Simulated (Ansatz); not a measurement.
# SnH3Br + HCl: a complex and its separated parts

The complex below is one end of an elementary step. How strongly is it bound against its free parts?

Computed with Ansatz 0.2.0, Gaussian basis. Level: PBE0-D4/def2-TZVP structures, single points in def2-TZVPP, no counterpoise correction.

Levels: SPW92, PBE-D4, BLYP-D4, r2SCAN-D4, B97M-V, PBE0-D4, B3LYP-D4, r2SCAN0-D4, BHLYP-D4, CAM-B3LYP-D4, wB97X-V, wB97M-V, B2PLYP, PBE-QIDH, RPA on PBE, Hartree-Fock, MP2, CCSD, CCSD(T).

Correlated methods freeze the cores. Filled d shells of the heavier atoms are correlated. Core potentials replace the inner electrons past krypton, and spin-orbit coupling is left out. B3LYP uses VWN-RPA correlation. B2PLYP carries no dispersion term here.

20 further runs of the same task are left out: 20 set aside as unsound or not needed.

## 1. The system as given

The complex: 7 atoms, charge 0, spin multiplicity 1.

Atoms are counted from 1 here; the program's logs count them from 0.

Bond lengths: Sn1–H3 1.700 Å, Sn1–H4 1.696 Å, Sn1–H5 1.696 Å, Sn1–Br7 2.505 Å, Cl2–H6 1.292 Å. Angles: H3–Sn1–H4 113.0°, H3–Sn1–H5 113.0°, H3–Sn1–Br7 104.7°, H4–Sn1–H5 113.9°, H4–Sn1–Br7 105.6°, H5–Sn1–Br7 105.6°.

As a file:

```
Sn   -0.70231    0.74630   -0.45223
Cl    0.85498   -2.40169    1.34271
H    -1.11756    2.18664   -1.25317
H    -1.26596    0.69051    1.14655
H    -1.06386   -0.64225   -1.35676
H     1.49819   -1.39069    0.85852
Br    1.79651    0.81139   -0.28562
```

Its parts: SnH3Br holds atoms 1, 3, 4, 5, 7; HCl holds atoms 2, 6. Each part counts its atoms afresh in its own runs.

## 2. Relaxing SnH3Br alone

relax-a/in.yaml reads:

```yaml
crystal:
  periodic: [false, false, false]
  atoms:
    - {symbol: Sn, position_ang: [-0.702310, 0.746303, -0.452227]}
    - {symbol: H, position_ang: [-1.117562, 2.186636, -1.253175]}
    - {symbol: H, position_ang: [-1.265956, 0.690506, 1.146549]}
    - {symbol: H, position_ang: [-1.063856, -0.642254, -1.356761]}
    - {symbol: Br, position_ang: [1.796505, 0.811391, -0.285620]}
basis:
  gaussian: {orbitals: def2-TZVP}
hamiltonian: {xc: pbe0, dispersion: d4}
relax: {f_tol: 0.005, max_steps: 200}
```

No record of the launch command was kept for these runs.

Output, shortened:

```text
Functional definition: PBE0
  name "PBE0"
  cite "Adamo & Barone, J. Chem. Phys. 110, 6158 (1999) doi:10.1063/1.478522"
  cite "Perdew, Burke & Ernzerhof, Phys. Rev. Lett. 77, 3865 (1996) doi:10.1103/PhysRevLett.77.3865"
  parent pbe
[...]
1006 factors; their error is unknown
[...]
mean field -75919.37835042 eV, -2789.9856943750 hartree, gradient 3.9e-5 eV, S^2 0.000000; 0 other end points of the search recorded, 0 dependent functions left out
[...]
reference -75919.37838158 eV, -2789.9856955203 hartree; 30, 30 occupied and 86, 86 virtual orbitals, 1006 factors
relax step   1: F+E_penalty+E_count = -75919.45356088 eV  Δ(F+E_penalty+E_count) = +0.000e0 eV  max|allowed force component| = 3.564e-1 eV/Å  Δτ_max = 0.0000 Å  (23 SCF iters, accepted)
[...]
relax step   3: F+E_penalty+E_count = -75919.45862320 eV  Δ(F+E_penalty+E_count) = -1.633e-3 eV  max|allowed force component| = 1.163e-2 eV/Å  Δτ_max = 0.0160 Å  (29 SCF iters, accepted)
[...]
relax step   4: F+E_penalty+E_count = -75919.45863987 eV  Δ(F+E_penalty+E_count) = -1.667e-5 eV  max|allowed force component| = 4.906e-4 eV/Å  Δτ_max = 0.0014 Å  (29 SCF iters, accepted)
1006 factors; their error is unknown
mean field -75919.38340325 eV, -2789.9858800631 hartree, gradient 1.3e-5 eV, S^2 0.000000; 1 other end points of the search recorded, 0 dependent functions left out
[...]
reference -75919.38343441 eV, -2789.9858812081 hartree; 30, 30 occupied and 86, 86 virtual orbitals, 1006 factors
Total energy: -75919.45867103 eV, -2789.9886461029 hartree
Atom 0 at    -0.678785     0.754272    -0.454779 Å, force    -0.000196     0.000109    -0.000075 eV/Å
Atom 1 at    -1.133387     2.184780    -1.253240 Å, force     0.000027    -0.000491     0.000260 eV/Å
Atom 2 at    -1.269774     0.686606     1.137913 Å, force     0.000106     0.000084    -0.000339 eV/Å
Atom 3 at    -1.069123    -0.637881    -1.349241 Å, force     0.000065     0.000339     0.000130 eV/Å
Atom 4 at     1.797891     0.804805    -0.281887 Å, force    -0.000002    -0.000041     0.000023 eV/Å
Dipole moment:    -0.485844    -0.009910    -0.033918 e Å
```

Run time: 4.9 s. Hardware: 4 threads, shared host; peak memory 0.24 GiB.

Step by step:

```
step  energy from step 1 (eV)  largest force component (eV/Å)
   1                   0.0000                          0.3564
   2                  -0.0034                          0.1697
   3                  -0.0051                          0.0116
   4                  -0.0051                          0.0005
```

Close pairs (by a distance rule), those that changed most:

```
   bond  before (Å)  after (Å)  change (Å)
Sn1–Br5       2.505      2.483      -0.022
 Sn1–H3       1.696      1.700      +0.004
 Sn1–H4       1.696      1.700      +0.004
 Sn1–H2       1.700      1.700      +0.001
```

## 3. Relaxing HCl alone

relax-b/in.yaml reads:

```yaml
crystal:
  periodic: [false, false, false]
  atoms:
    - {symbol: Cl, position_ang: [0.854985, -2.401692, 1.342712]}
    - {symbol: H, position_ang: [1.498192, -1.390692, 0.858522]}
basis:
  gaussian: {orbitals: def2-TZVP}
hamiltonian: {xc: pbe0, dispersion: d4}
relax: {f_tol: 0.005, max_steps: 200}
```

Output, shortened:

```text
[... 5 set-up lines as earlier in the session ...]
[...]
312 factors; their error is unknown
[...]
mean field -12535.31355964 eV, -460.6642765761 hartree, gradient 4.2e-5 eV, S^2 0.000000; 0 other end points of the search recorded, 0 dependent functions left out
[...]
reference -12535.31357506 eV, -460.6642771426 hartree; 9, 9 occupied and 34, 34 virtual orbitals, 312 factors
relax step   1: F+E_penalty+E_count = -12535.31814815 eV  Δ(F+E_penalty+E_count) = +0.000e0 eV  max|allowed force component| = 3.301e-1 eV/Å  Δτ_max = 0.0000 Å  (21 SCF iters, accepted)
[...]
relax step   2: F+E_penalty+E_count = -12535.32056784 eV  Δ(F+E_penalty+E_count) = -2.420e-3 eV  max|allowed force component| = 1.349e-1 eV/Å  Δτ_max = 0.0041 Å  (25 SCF iters, accepted)
[...]
relax step   3: F+E_penalty+E_count = -12535.32103608 eV  Δ(F+E_penalty+E_count) = -4.682e-4 eV  max|allowed force component| = 3.027e-3 eV/Å  Δτ_max = 0.0028 Å  (25 SCF iters, accepted)
312 factors; their error is unknown
[...]
mean field -12535.31645827 eV, -460.6643830988 hartree, gradient 1.0e-5 eV, S^2 0.000000; 1 other end points of the search recorded, 0 dependent functions left out
[...]
reference -12535.31647361 eV, -460.6643836626 hartree; 9, 9 occupied and 34, 34 virtual orbitals, 312 factors
Total energy: -12535.32105143 eV, -460.6645518942 hartree
Atom 0 at     0.858380    -2.396356     1.340157 Å, force    -0.001926    -0.003027     0.001450 eV/Å
Atom 1 at     1.494797    -1.396028     0.861077 Å, force     0.001926     0.003027    -0.001450 eV/Å
Dipole moment:     0.130687     0.205416    -0.098378 e Å
```

Run time: 0.45 s. Hardware: 4 threads, shared host.

The steps of the relaxation:

```
step  energy from step 1 (eV)  largest force component (eV/Å)
   1                   0.0000                          0.3301
   2                  -0.0024                          0.1349
   3                  -0.0029                          0.0030
```

The bond:

```
  bond  before (Å)  after (Å)  change (Å)
Cl1–H2       1.292      1.279      -0.014
```

## 4. wB97M-V/def2-TZVPP

parta/in.yaml reads:

```yaml
crystal:
  periodic: [false, false, false]
  atoms:
    - {symbol: Sn, position_ang: [-0.678785, 0.754272, -0.454779]}
    - {symbol: H, position_ang: [-1.133387, 2.184780, -1.253240]}
    - {symbol: H, position_ang: [-1.269774, 0.686606, 1.137913]}
    - {symbol: H, position_ang: [-1.069123, -0.637881, -1.349241]}
    - {symbol: Br, position_ang: [1.797891, 0.804805, -0.281887]}
basis:
  gaussian: {orbitals: def2-TZVPP}
hamiltonian: {xc: {name: wB97M-V}}
```

partb/in.yaml reads:

```yaml
crystal:
  periodic: [false, false, false]
  atoms:
    - {symbol: Cl, position_ang: [0.858380, -2.396356, 1.340157]}
    - {symbol: H, position_ang: [1.494797, -1.396028, 0.861077]}
basis:
  gaussian: {orbitals: def2-TZVPP}
hamiltonian: {xc: {name: wB97M-V}}
```

parta printed, shortened:

```text
Functional definition: wB97M-V
  name "wB97M-V"
  cite "Mardirossian & Head-Gordon, J. Chem. Phys. 144, 214110 (2016) doi:10.1063/1.4952647"
  cite "Becke, J. Chem. Phys. 107, 8554 (1997) doi:10.1063/1.475007"
  cite "Vydrov & Van Voorhis, J. Chem. Phys. 133, 244103 (2010) doi:10.1063/1.3521275"
  # Of w^i u^j: cxij and so on, Table III.
[...]
  gx(w, u) = 1 - cx + cx01*u + cx10*w
  gss(w, u) = css00 + css04*u^4 + css10*w + css20*w^2 + css43*w^4*u^3
  gos(w, u) = cos00 + cos10*w + (cos20 + cos21*u)*w^2 + (cos60 + cos61*u)*w^6
[...]
      + integral(e_c_pw_mod_opposite_spin*gos(b97_w_opposite, b97_u_opposite)) + vv10(b, c)
1017 factors; their error is unknown
197 factors; integrals over basis functions are off by at most 5.7e-5 eV
[...]
mean field -75921.87861250 eV, -2790.0775773118 hartree, gradient 1.1e-5 eV, S^2 0.000000; 0 other end points of the search recorded, 0 dependent functions left out
reference -75921.87866238 eV, -2790.0775791448 hartree; 30, 30 occupied and 110, 110 virtual orbitals, 1017 factors
Total energy: -75921.87866238 eV, -2790.0775791448 hartree
```

Output in partb, shortened:

```text
[... 5 set-up lines as earlier in the session ...]
  # Of w^i u^j: cxij and so on, Table III.
[...]
  gx(w, u) = 1 - cx + cx01*u + cx10*w
  gss(w, u) = css00 + css04*u^4 + css10*w + css20*w^2 + css43*w^4*u^3
  gos(w, u) = cos00 + cos10*w + (cos20 + cos21*u)*w^2 + (cos60 + cos61*u)*w^6
[...]
      + integral(e_c_pw_mod_opposite_spin*gos(b97_w_opposite, b97_u_opposite)) + vv10(b, c)
369 factors; their error is unknown
62 factors; integrals over basis functions are off by at most 9.0e-5 eV
[...]
mean field -12538.73839495 eV, -460.7901369524 hartree, gradient 5.7e-5 eV, S^2 0.000000; 0 other end points of the search recorded, 0 dependent functions left out
reference -12538.73841800 eV, -460.7901377993 hartree; 9, 9 occupied and 47, 47 virtual orbitals, 369 factors
Total energy: -12538.73841800 eV, -460.7901377993 hartree
```

Wall times: 3 s (parta), 0.35 s (partb) on 4 threads, shared host; peak memory 0.4 GiB.

## 5. CCSD(T)/def2-TZVPP

Each input of step 4 (parta, partb) changes in the same lines:

```diff
-hamiltonian: {xc: {name: wB97M-V}}
+correlation: {method: ccsd_t}
```

Output in parta, shortened:

```text
Functional definition: HF
  name "HF"
  cite "Fock, Z. Phys. 61, 126 (1930) doi:10.1007/BF01340294"
[... 1 set-up line as earlier in the session ...]
[...]
1012 factors; integrals over basis functions are off by at most 1.1e-3 eV
[...]
mean field -75852.94895718 eV, -2787.5444592008 hartree, gradient 3.6e-6 eV, S^2 0.000000; 0 other end points of the search recorded, 0 dependent functions left out
13 core orbitals not correlated: weight in the atoms' cores, before any rotation towards them, 1.000 or more for the frozen orbitals, at most 0.000 for the correlated occupied ones
reference -75852.94895718 eV, -2787.5444592008 hartree; 17, 17 occupied and 110, 110 virtual orbitals, 1012 factors
second order -16.56404150 eV of doubles, -0.00000000 eV of singles
cycle   1  -16.50862993 eV  change    5.5e-2 eV  update   8.6e-2
[...]
cycle   8  -16.97503298 eV  change   -1.8e-5 eV  update   2.6e-5
perturbative correction -0.49205099 eV, -0.0180825402 hartree
Total energy: -75870.41604114 eV, -2788.1863626969 hartree
```

Output in partb, shortened:

```text
[... 4 set-up lines as earlier in the session ...]
[...]
322 factors; integrals over basis functions are off by at most 1.4e-3 eV
[...]
mean field -12519.93383738 eV, -460.0990822077 hartree, gradient 2.9e-6 eV, S^2 0.000000; 0 other end points of the search recorded, 0 dependent functions left out
5 core orbitals not correlated: weight in the atoms' cores, before any rotation towards them, 1.000 or more for the frozen orbitals, at most 0.000 for the correlated occupied ones
reference -12519.93383738 eV, -460.0990822077 hartree; 4, 4 occupied and 47, 47 virtual orbitals, 322 factors
second order -5.53924066 eV of doubles, -0.00000000 eV of singles
cycle   1  -5.96026729 eV  change   -4.2e-1 eV  update   3.9e-2
[...]
cycle   7  -6.10180090 eV  change   -5.8e-6 eV  update   7.9e-6
perturbative correction -0.21571778 eV, -0.0079274821 hartree
Total energy: -12526.25135606 eV, -460.3312467370 hartree
```

Wall times: 4.9 s (parta), 0.2 s (partb) on 4 threads, shared host; peak memory 0.68 GiB.

## 6. Vibrations of SnH3Br

vib-parta/in.yaml reads:

```yaml
crystal:
  periodic: [false, false, false]
  atoms:
    - {symbol: Sn, position_ang: [-0.678785, 0.754272, -0.454779]}
    - {symbol: H, position_ang: [-1.133387, 2.184780, -1.253240]}
    - {symbol: H, position_ang: [-1.269774, 0.686606, 1.137913]}
    - {symbol: H, position_ang: [-1.069123, -0.637881, -1.349241]}
    - {symbol: Br, position_ang: [1.797891, 0.804805, -0.281887]}
basis:
  gaussian: {orbitals: def2-TZVP}
hamiltonian: {xc: pbe0, dispersion: d4}
phonons: {temperatures: {t_min: 298.15, t_max: 900, t_step: 200}}
```

Output, shortened:

```text
[... 5 set-up lines as earlier in the session ...]
[...]
1006 factors; their error is unknown
[...]
mean field -75919.38340330 eV, -2789.9858800650 hartree, gradient 3.7e-5 eV, S^2 0.000000; 0 other end points of the search recorded, 0 dependent functions left out
[...]
reference -75919.38343446 eV, -2789.9858812101 hartree; 30, 30 occupied and 86, 86 virtual orbitals, 1006 factors
[... from here to the last solve, the lines of the solves are left out (17 solves) ...]
1006 factors; their error is unknown
mean field -75919.38336681 eV, -2789.9858787240 hartree, gradient 2.6e-6 eV, S^2 0.000000; 0 other end points of the search recorded, 0 dependent functions left out
[...]
reference -75919.38339797 eV, -2789.9858798689 hartree; 30, 30 occupied and 86, 86 virtual orbitals, 1006 factors
Total energy: -75919.45867108 eV, -2789.9886461049 hartree
Atom 0 at    -0.678785     0.754272    -0.454779 Å, force    -0.000193     0.000099    -0.000068 eV/Å
Atom 1 at    -1.133387     2.184780    -1.253240 Å, force     0.000023    -0.000480     0.000258 eV/Å
Atom 2 at    -1.269774     0.686606     1.137913 Å, force     0.000105     0.000086    -0.000342 eV/Å
Atom 3 at    -1.069123    -0.637881    -1.349241 Å, force     0.000067     0.000337     0.000131 eV/Å
Atom 4 at     1.797891     0.804805    -0.281887 Å, force    -0.000002    -0.000042     0.000022 eV/Å
Dipole moment:    -0.485844    -0.009910    -0.033918 e Å
Vibrations: 258.26 472.02 472.16 692.68 705.84 706.10 1968.41 1976.89 1977.01 cm⁻¹, zero-point energy 0.572147 eV
```

It took 14 s on 4 threads, shared host; peak memory 0.24 GiB.

Wavenumbers and character of the modes:

```
mode  wavenumber (cm⁻¹)      character
   1                258  Sn–Br stretch
   2                472           bend
   3                472           bend
   4                693           bend
   5                706           bend
   6                706           bend
   7               1968   Sn–H stretch
   8               1977   Sn–H stretch
   9               1977   Sn–H stretch
```

Vibrational sums (real modes only):

```
T (K)  entropy (J/mol/K)  heat capacity (J/mol/K)
  298               17.0                     28.8
  498               35.4                     42.9
  698               51.4                     51.8
  898               65.2                     58.0
```

## 7. Vibrations of HCl

vib-partb/in.yaml reads:

```yaml
crystal:
  periodic: [false, false, false]
  atoms:
    - {symbol: Cl, position_ang: [0.858380, -2.396356, 1.340157]}
    - {symbol: H, position_ang: [1.494797, -1.396028, 0.861077]}
basis:
  gaussian: {orbitals: def2-TZVP}
hamiltonian: {xc: pbe0, dispersion: d4}
phonons: {temperatures: {t_min: 298.15, t_max: 900, t_step: 200}}
```

Output, shortened:

```text
[... 5 set-up lines as earlier in the session ...]
[...]
312 factors; their error is unknown
[...]
mean field -12535.31645827 eV, -460.6643830987 hartree, gradient 4.2e-5 eV, S^2 0.000000; 0 other end points of the search recorded, 0 dependent functions left out
[...]
reference -12535.31647361 eV, -460.6643836626 hartree; 9, 9 occupied and 34, 34 virtual orbitals, 312 factors
[...]
312 factors; their error is unknown
[...]
mean field -12535.31645828 eV, -460.6643830990 hartree, gradient 1.1e-6 eV, S^2 0.000000; 0 other end points of the search recorded, 0 dependent functions left out
[...]
reference -12535.31647362 eV, -460.6643836629 hartree; 9, 9 occupied and 34, 34 virtual orbitals, 312 factors
[...]
312 factors; their error is unknown
mean field -12535.31636521 eV, -460.6643796788 hartree, gradient 6.3e-7 eV, S^2 0.000000; 0 other end points of the search recorded, 0 dependent functions left out
[...]
reference -12535.31638057 eV, -460.6643802432 hartree; 9, 9 occupied and 34, 34 virtual orbitals, 312 factors
[...]
312 factors; their error is unknown
[...]
mean field -12535.31634887 eV, -460.6643790785 hartree, gradient 4.5e-7 eV, S^2 0.000000; 0 other end points of the search recorded, 0 dependent functions left out
[...]
reference -12535.31636421 eV, -460.6643796420 hartree; 9, 9 occupied and 34, 34 virtual orbitals, 312 factors
Total energy: -12535.32105143 eV, -460.6645518941 hartree
Atom 0 at     0.858380    -2.396356     1.340157 Å, force    -0.001930    -0.003034     0.001453 eV/Å
Atom 1 at     1.494797    -1.396028     0.861077 Å, force     0.001930     0.003034    -0.001453 eV/Å
Dipole moment:     0.130687     0.205416    -0.098379 e Å
Vibrations: 2997.98 cm⁻¹, zero-point energy 0.185851 eV
```

Wall time 0.95 s (4 threads, shared host).

Wavenumbers and character of the modes:

```
mode  wavenumber (cm⁻¹)     character
   1               2998  Cl–H stretch
```

Vibrational sums (real modes only):

```
T (K)  entropy (J/mol/K)  heat capacity (J/mol/K)
  298                0.0                      0.0
  498                0.0                      0.1
  698                0.1                      0.7
  898                0.4                      1.6
```

## 8. Complex less separated parts

The complex's own energies come from single points at the same levels. Levels not printed above were run the same way.

Rows are in def2-TZVPP; times add the 3 runs of a level on a shared host, so small differences are noise.

Differences are taken before rounding.

```
      method                    rung  complex less parts (kJ/mol)  from CCSD(T) (kJ/mol)   time
       SPW92                     LDA                        -28.3                  -14.7  1.3 s
      PBE-D4                     GGA                        -20.7                   -7.1    2 s
     BLYP-D4                     GGA                        -19.3                   -5.7  2.4 s
   r2SCAN-D4                meta-GGA                        -17.0                   -3.4  4.7 s
      B97M-V                meta-GGA                        -15.8                   -2.2  9.2 s
     PBE0-D4                  hybrid                        -18.1                   -4.4  3.3 s
    B3LYP-D4                  hybrid                        -18.0                   -4.4  3.1 s
  r2SCAN0-D4                  hybrid                        -16.0                   -2.4  5.3 s
    BHLYP-D4                  hybrid                        -17.0                   -3.3    3 s
CAM-B3LYP-D4  range-separated hybrid                        -16.6                   -2.9  3.5 s
     wB97X-V  range-separated hybrid                        -15.4                   -1.8  8.7 s
     wB97M-V  range-separated hybrid                        -16.1                   -2.4  9.4 s
      B2PLYP           double hybrid                        -11.1                   +2.6  5.2 s
    PBE-QIDH           double hybrid                        -13.6                    0.0  5.5 s
  RPA on PBE                     RPA                        -10.3                   +3.3  4.8 s
Hartree-Fock            wavefunction                          1.0                  +14.7       
         MP2            wavefunction                        -16.5                   -2.9       
        CCSD            wavefunction                        -11.3                   +2.3       
     CCSD(T)            wavefunction                        -13.6                      0   78 s
```

Among the levels timed on like hardware and quicker than the yardstick, those that no quicker one beats, quickest first: SPW92 (1.3 s, -14.7 kJ/mol); PBE-D4 (2 s, -7.1 kJ/mol); BLYP-D4 (2.4 s, -5.7 kJ/mol); BHLYP-D4 (3 s, -3.3 kJ/mol); CAM-B3LYP-D4 (3.5 s, -2.9 kJ/mol); B2PLYP (5.2 s, +2.6 kJ/mol); r2SCAN0-D4 (5.3 s, -2.4 kJ/mol); PBE-QIDH (5.5 s, 0.0 kJ/mol).

For cost: PBE-QIDH gets within 0.0 kJ/mol in 5.5 s, where CCSD(T) took 78 s; the quickest level in the cost chart, SPW92, takes 1.3 s and misses by 14.7 kJ/mol.

The complex's zero-point energy, from a separate PBE0-D4 run, is 0.799 eV.

## 9. Summary of results

| quantity | value |
| --- | --- |
| complex less parts, CCSD(T)/def2-TZVPP | -13.6 kJ/mol |
| with zero-point energy | -9.7 kJ/mol |
| largest T1 diagnostic | 0.010 |

In words: At CCSD(T) the complex lies 13.6 kJ/mol below its parts. PBE-QIDH is the best functional here (0.0 kJ/mol from CCSD(T)); SPW92 is the worst (-14.7 kJ/mol). Mean unsigned error by rung: LDA 14.7, GGA 6.4, meta-GGA 2.8, hybrid 3.6, range-separated hybrid 2.4, double hybrid 1.3 kJ/mol. PBE-D4 gives a relative energy 7.1 kJ/mol too low, outside chemical accuracy (1 kcal/mol, 4.2 kJ/mol). No counterpoise was applied, and triple zeta lacks some correlation, so the CCSD(T) reference has a basis error of its own, and close matches with it are partly luck.
